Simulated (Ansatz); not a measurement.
# GeF (doublet): wave-function methods side by side, cc-pVDZ

One table from this session's results is given with a row withheld; the runs are named, their logs left out.

Computed with Ansatz 0.2.0, Gaussian basis. Level: cc-pVDZ, core rule «outside noble gas», up to 15 orbitals frozen.

To be run: UHF; CCSD(T) on ROHF; CCSD(T) on UHF; BCCD(T) on ROHF; CISD; CCSDT(Q) on ROHF; CCSDT(Q) on UHF.

19 further runs of the same task are left out: 6 for a known fault of the program, 7 that didn't finish, 6 set aside as unsound or not needed.

### What is computed

The geometry is a PBE0/def2-TZVP stationary point (not a proven minimum) of the parent state, kept for this charge and spin. No spin-orbit coupling is included. The filled d shell of Ge may be among the frozen orbitals whatever the setting's name suggests; the logs give the count.

2 atoms, charge 0, spin multiplicity 2.

Atoms are counted from 1 here; the program's logs count them from 0.

Bond lengths: Ge1–F2 1.762 Å.

Set-up of the first run:

in.yaml reads:

```yaml
crystal:
  periodic: [false, false, false]
  atoms:
    - {symbol: Ge, position_ang: [0.000000, 0.000000, 0.000000]}
    - {symbol: F, position_ang: [0.000000, 0.000000, 1.762500]}
basis:
  gaussian: {orbitals: cc-pVDZ}
magnetization: {spin_polarized: true, initial_magnetization: 1}
hamiltonian: {xc: hf}
output: {orbitals: {seedname: orbitals}}
```

Launch:

```bash
$ ansatz run in.yaml --threads 1 --pin off --events-out ev --progress --plain --max-ram 2393MiB
```

Steps of the session up to this table: UHF; CCSD(T) on ROHF; CCSD(T) on UHF; BCCD(T) on ROHF; CISD; CCSDT(Q) on ROHF; CCSDT(Q) on UHF.

One table of the session follows, with a row left open; its other results are not shown here.

It belongs to the step «Misses and costs». 

| method | from UCCSDT(Q) (kJ/mol) |
| --- | --- |
| ROHF | +707.0 |
| UHF | +697.3 |
| RMP2 | ? |
| UMP2 | +52.2 |
| RCCSD | +17.6 |
| UCCSD | +17.2 |
| RCCSD(T) | +3.4 |
| UCCSD(T) | +3.2 |
| BCCD(T) | +2.9 |
| RCCSDT | +2.1 |
| UCCSDT | +1.8 |
| RCCSDT(Q) | +0.7 |
| UCCSDT(Q) | 0 |

Estimate the missing values for RMP2.

The run gave: from UCCSDT(Q) (kJ/mol): +51.8. In the column «from UCCSDT(Q) (kJ/mol)» it lies between RCCSD (+17.6) and UMP2 (+52.2).

Not comparable, so not listed: CISD (they don't share determinant, frozen orbitals or solution with the rows shown, or repeat one).

Limits of these values: Restricted and unrestricted rows rest on different reference determinants; where their highest levels disagree by more than a few hundredths of an eV, they describe different states and don't form one ladder.
